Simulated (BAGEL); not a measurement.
**singlet SiH2O2F+, step by step**

We compute the energy (singlet SiH2O2F+, HF/cc-pVDZ), then the energy (doublet SiH2O2F, NEVPT2(3,3)/cc-pVDZ), then the energy (doublet SiH2O2F, CASPT2(3,3)/cc-pVDZ) of FH2O2Si. 

The calculation is run with BAGEL 1.2.2.

## Step 1: The structure to begin with

SiH2O2F+ has 6 atoms, charge +1, and is taken as a singlet. As SMILES of the parent species, `O[Si](O)F`. The coordinates come from a PBE0-D4/def2-TZVP relaxation. This is one conformer, not always the lowest. That shape belongs to the parent species and isn't relaxed for this state.

Bond lengths: O1–Si2 1.630 Å, Si2–O3 1.639 Å, Si2–F4 1.594 Å, O1–H5 0.959 Å, O3–H6 0.959 Å. Angles: O1–Si2–O3 107.8°, O1–Si2–F4 105.4°, O3–Si2–F4 111.3°, Si2–O1–H5 117.1°, Si2–O3–H6 117.8°.

## Step 2: The energy at HF/cc-pVDZ (density fitting with svp-jkfit) (run 1)

Input file input.json:

```json
{ "bagel" : [

{
  "title" : "molecule",
  "basis" : "cc-pvdz.json",
  "df_basis" : "svp-jkfit",
  "angstrom" : false,
  "geometry" : [
    { "atom" : "O", "xyz" : [    -1.67675966,     1.95021815,    -1.18351280 ] },
    { "atom" : "Si", "xyz" : [     0.72357046,     0.04953161,    -0.84374004 ] },
    { "atom" : "O", "xyz" : [     0.65440649,    -1.05954865,     2.04735196 ] },
    { "atom" : "F", "xyz" : [     0.30121668,    -2.14273967,    -2.86536905 ] },
    { "atom" : "H", "xyz" : [    -1.98723599,     3.13467770,     0.15325679 ] },
    { "atom" : "H", "xyz" : [     2.06414218,    -2.05335562,     2.60501014 ] }
  ]
},

{
  "title" : "hf",
  "charge" : 1
},

{
  "title" : "print",
  "file" : "orbitals.molden",
  "orbitals" : true
}

]}
```

The basis set cc-pVDZ is read from a file made from the Basis Set Exchange's data (not shown).

Started as:

```console
BAGEL_NUM_THREADS=1 BAGEL input.json > input.out
```

The log of the run:

```text
* using 1 threads per process

  ===============================================================
  ===============================================================

  *** Geometry ***

  { "atom" : "O", "xyz" : [     -1.676760,      1.950218,     -1.183513 ] },
  { "atom" : "Si", "xyz" : [      0.723570,      0.049532,     -0.843740 ] },
  { "atom" : "O", "xyz" : [      0.654406,     -1.059549,      2.047352 ] },
  { "atom" : "F", "xyz" : [      0.301217,     -2.142740,     -2.865369 ] },
  { "atom" : "H", "xyz" : [     -1.987236,      3.134678,      0.153257 ] },
  { "atom" : "H", "xyz" : [      2.064142,     -2.053356,      2.605010 ] },

  Number of auxiliary basis functions:      395

  Since a DF basis is specified, we compute 2- and 3-index integrals:
    o Being stored without compression. Storage requirement is 0.015 GB

  Number of basis functions:       70
  Number of electrons      :       41

    * METHOD: MOLECULE                             0.11

  *** RHF ***

  === Nuclear Repulsion ===
   177.5319170171

      * DIIS with orbital gradients will be used.

  === RHF iteration (cc-pvdz.json) ===
      0       -538.71790798          0.02326487           0.03
      1       -538.89225819          0.01837736           0.03
      2       -539.04282105          0.00121511           0.03
      3       -539.04388825          0.00033953           0.03
      4       -539.04398496          0.00015825           0.03
      5       -539.04400566          0.00005780           0.03
      6       -539.04401053          0.00002471           0.03
      7       -539.04401174          0.00000775           0.03
      8       -539.04401186          0.00000296           0.03
      9       -539.04401187          0.00000159           0.03
     10       -539.04401187          0.00000036           0.03
     11       -539.04401187          0.00000014           0.03
     12       -539.04401187          0.00000007           0.03
     13       -539.04401187          0.00000003           0.03
     14       -539.04401187          0.00000001           0.03
     15       -539.04401187          0.00000001           0.03
    * SCF iteration converged.

    * Permanent dipole moment:
           (   -1.784510,    -1.007441,    -0.818167) a.u.

    * METHOD: HF                                   0.50

    * METHOD: PRINT                                0.01

  ===============================================================
```

It took 0.78 s on 1 thread of Arm Neoverse V2, shared host; peak memory 0.14 GiB.

## Step 3: Doublet neutral SiH2O2F: the energy at NEVPT2(3,3)/cc-pVDZ (density fitting with svp-jkfit) (run 2)

Input file input.json:

```json
{ "bagel" : [

{
  "title" : "molecule",
  "basis" : "cc-pvdz.json",
  "df_basis" : "svp-jkfit",
  "geometry" : [
    { "atom" : "O", "xyz" : [ -1.67675966,  1.95021815, -1.18351280 ] },
    { "atom" : "Si", "xyz" : [  0.72357046,  0.04953161, -0.84374004 ] },
    { "atom" : "O", "xyz" : [  0.65440649, -1.05954865,  2.04735196 ] },
    { "atom" : "F", "xyz" : [  0.30121668, -2.14273967, -2.86536905 ] },
    { "atom" : "H", "xyz" : [ -1.98723599,  3.13467770,  0.15325679 ] },
    { "atom" : "H", "xyz" : [  2.06414218, -2.05335562,  2.60501014 ] }
  ]
},
{
  "title" : "hf",
  "charge" : 1
},
{
  "title" : "casscf",
  "nstate" : 1,
  "nact" : 3,
  "nclosed" : 19,
  "nspin" : 1,
  "active" : [11, 21, 24],
  "maxiter" : 200,
  "natocc" : true
},
{
  "title" : "nevpt2",
  "nstate" : 1,
  "nact" : 3,
  "nclosed" : 19,
  "nspin" : 1,
  "active" : [11, 21, 24],
  "maxiter" : 200,
  "natocc" : true,
  "ncore" : 8
},
{
  "title" : "print",
  "file" : "orbitals.molden",
  "orbitals" : true
}

]}
```

The basis set cc-pVDZ is read from a file made from the Basis Set Exchange's data (not shown).

Started as:

```console
BAGEL_NUM_THREADS=1 BAGEL input.json > input.out
```

The log of the run:

```text
* using 1 threads per process

  ===============================================================
  ===============================================================

  *** Geometry ***

  { "atom" : "O", "xyz" : [     -1.676760,      1.950218,     -1.183513 ] },
  { "atom" : "Si", "xyz" : [      0.723570,      0.049532,     -0.843740 ] },
  { "atom" : "O", "xyz" : [      0.654406,     -1.059549,      2.047352 ] },
  { "atom" : "F", "xyz" : [      0.301217,     -2.142740,     -2.865369 ] },
  { "atom" : "H", "xyz" : [     -1.987236,      3.134678,      0.153257 ] },
  { "atom" : "H", "xyz" : [      2.064142,     -2.053356,      2.605010 ] },

  Number of auxiliary basis functions:      395

  Since a DF basis is specified, we compute 2- and 3-index integrals:
    o Being stored without compression. Storage requirement is 0.015 GB

  Number of basis functions:       70
  Number of electrons      :       41

    * METHOD: MOLECULE                             0.11

  *** RHF ***

  === Nuclear Repulsion ===
   177.5319170171

      * DIIS with orbital gradients will be used.

  === RHF iteration (cc-pvdz.json) ===
      0       -538.71790798          0.02326487           0.03
      1       -538.89225819          0.01837736           0.03
      2       -539.04282105          0.00121511           0.03
[... 12 lines of this table left out ...]
     15       -539.04401187          0.00000001           0.03
    * SCF iteration converged.

    * Permanent dipole moment:
           (   -1.784510,    -1.007441,    -0.818167) a.u.

    * METHOD: HF                                   0.50

  ---------------------------
      CASSCF calculation
  ---------------------------

    ==== Active orbitals : =====
         Orbital 11
         Orbital 21
         Orbital 24
    ============================

    * nstate   :      1
    * nclosed  :     19
    * nact     :      3
    * nvirt    :     48
  === CASSCF iteration (cc-pvdz.json) ===

    * Using the second-order algorithm

      0  0      -539.33816610     1.64e-02      0.01

      1  0      -539.37128952     8.88e-04      0.16
[... 27 lines of this table left out ...]
     15  0      -539.39091309     5.97e-09      0.13

    * Second-order optimization converged. *

     guess   0:   closed 1..                  open .1.

  === FCI iteration ===

      0  0      -539.37103316     6.96e-02      0.00
      1  0      -539.39088708     1.94e-03      0.00
      2  0      -539.39091294     1.45e-04      0.00
[... 4 lines of this table left out ...]
      7  0 *    -539.39091309     1.02e-15      0.00

     * ci vector, state   0, <S^2> = 0.7500
       2a.     0.9954995080
       .a2     0.0946832022

    * METHOD: CASSCF                               2.71

    * freezing 8 orbitals

  === DF-NEVPT2 calculation ===

    * 3-index integral transformation done
    * assembly done

      NEVPT2 correlation energy:   -0.6150893521      0.10

          (+0)     -0.4990392448
          (+0)'    -0.0368371217
          (+1)     -0.0207731023
          (+1)'    -0.0008253322
          (+2)     -0.0004416101
          (-1)     -0.0488135598
          (-1)'    -0.0008439794
          (-2)     -0.0075154019

      NEVPT2 total energy:       -540.0060024392

    * METHOD: NEVPT2                               0.15

    * METHOD: PRINT                                0.01

  ===============================================================
```

Wall time 3.9 s (1 thread of Arm Neoverse V2, shared host); peak memory 0.14 GiB.

## Step 4: Doublet neutral SiH2O2F: the energy at CASPT2(3,3)/cc-pVDZ (density fitting with svp-jkfit) (run 3)

Input file input.json:

```json
{ "bagel" : [

{
  "title" : "molecule",
  "basis" : "cc-pvdz.json",
  "df_basis" : "svp-jkfit",
  "geometry" : [
    { "atom" : "O", "xyz" : [    -1.67675966,     1.95021815,    -1.18351280 ] },
    { "atom" : "Si", "xyz" : [     0.72357046,     0.04953161,    -0.84374004 ] },
    { "atom" : "O", "xyz" : [     0.65440649,    -1.05954865,     2.04735196 ] },
    { "atom" : "F", "xyz" : [     0.30121668,    -2.14273967,    -2.86536905 ] },
    { "atom" : "H", "xyz" : [    -1.98723599,     3.13467770,     0.15325679 ] },
    { "atom" : "H", "xyz" : [     2.06414218,    -2.05335562,     2.60501014 ] }
  ]
},

{ "title" : "hf", "charge" : 1 },

{ "title" : "casscf", "nstate" : 1, "nact" : 3, "nclosed" : 19, "nspin" : 1, "active" : [11, 21, 24], "maxiter" : 200, "natocc" : true },

{ "title" : "print", "file" : "orbitals.molden", "orbitals" : true },

{ "title" : "smith", "method" : "caspt2", "ms" : true, "xms" : true, "sssr" : true, "shift" : 0.2, "shift_imag" : true, "ncore" : 8 }

]}
```

The basis set cc-pVDZ is read from a file made from the Basis Set Exchange's data (not shown).

Started as:

```console
BAGEL_NUM_THREADS=1 BAGEL input.json > input.out
```

The log of the run:

```text
* using 1 threads per process

  ===============================================================
  ===============================================================

  *** Geometry ***

  { "atom" : "O", "xyz" : [     -1.676760,      1.950218,     -1.183513 ] },
  { "atom" : "Si", "xyz" : [      0.723570,      0.049532,     -0.843740 ] },
  { "atom" : "O", "xyz" : [      0.654406,     -1.059549,      2.047352 ] },
  { "atom" : "F", "xyz" : [      0.301217,     -2.142740,     -2.865369 ] },
  { "atom" : "H", "xyz" : [     -1.987236,      3.134678,      0.153257 ] },
  { "atom" : "H", "xyz" : [      2.064142,     -2.053356,      2.605010 ] },

  Number of auxiliary basis functions:      395

  Since a DF basis is specified, we compute 2- and 3-index integrals:
    o Being stored without compression. Storage requirement is 0.015 GB

  Number of basis functions:       70
  Number of electrons      :       41

    * METHOD: MOLECULE                             0.11

  *** RHF ***

  === Nuclear Repulsion ===
   177.5319170171

[... 8 lines left out ...]
    * SCF iteration converged.
[... 1 line left out ...]
    * Permanent dipole moment:
[... 28 lines left out ...]
    * Second-order optimization converged. *
[... 11 lines left out ...]
     * ci vector, state   0, <S^2> = 0.7500
[... 16 lines left out ...]
    * Zeroth order energy : state  0       -1.7717063807
[... 4 lines left out ...]
       #      aibj      arbs      arbi      airj      risj      airs      arst      rist         Etot      error   time
[... 2 lines left out ...]
       0  -0.49902  -0.00884  -0.05067  -0.02280  -0.00056  -0.03264  -0.00082  -0.00076   -0.6161064  0.0029840   0.05
       1  -0.49930  -0.00894  -0.05093  -0.02294  -0.00062  -0.03365  -0.00086  -0.00082   -0.6180668  0.0005612   0.04
       2  -0.49935  -0.00895  -0.05085  -0.02295  -0.00062  -0.03375  -0.00087  -0.00082   -0.6181671  0.0001282   0.05
       3  -0.49934  -0.00895  -0.05086  -0.02294  -0.00063  -0.03376  -0.00087  -0.00083   -0.6181712  0.0000316   0.05
       4  -0.49934  -0.00895  -0.05086  -0.02294  -0.00063  -0.03376  -0.00087  -0.00083   -0.6181715  0.0000079   0.05
       5  -0.49934  -0.00895  -0.05086  -0.02294  -0.00063  -0.03376  -0.00087  -0.00083   -0.6181715  0.0000018   0.05
       6  -0.49934  -0.00895  -0.05086  -0.02294  -0.00063  -0.03376  -0.00087  -0.00083   -0.6181715  0.0000005   0.05

      ------------------------------------------------------------------------------------------------------------------

    * CASPT2 energy : state  0     -540.0110079893
        w/o shift correction       -540.0090845676
        reference weight              0.8651656359

    * METHOD: SMITH                                0.44

  ===============================================================
```

It took 4.2 s on 1 thread of Arm Neoverse V2, shared host; peak memory 0.14 GiB.

## Step 5: Outcome

| quantity | value |
| --- | --- |
| run 1, HF/cc-pVDZ: total energy | -539.04401 Eh |
| run 1, HF/cc-pVDZ: HOMO energy | -21.17 eV |
| run 1, HF/cc-pVDZ: LUMO energy | -8.00 eV |
| run 1, HF/cc-pVDZ: HOMO–LUMO gap | 13.17 eV |
| doublet neutral SiH2O2F, run 2: total energy | -540.00600 Eh |
| doublet neutral SiH2O2F, run 3: total energy | -540.01101 Eh |
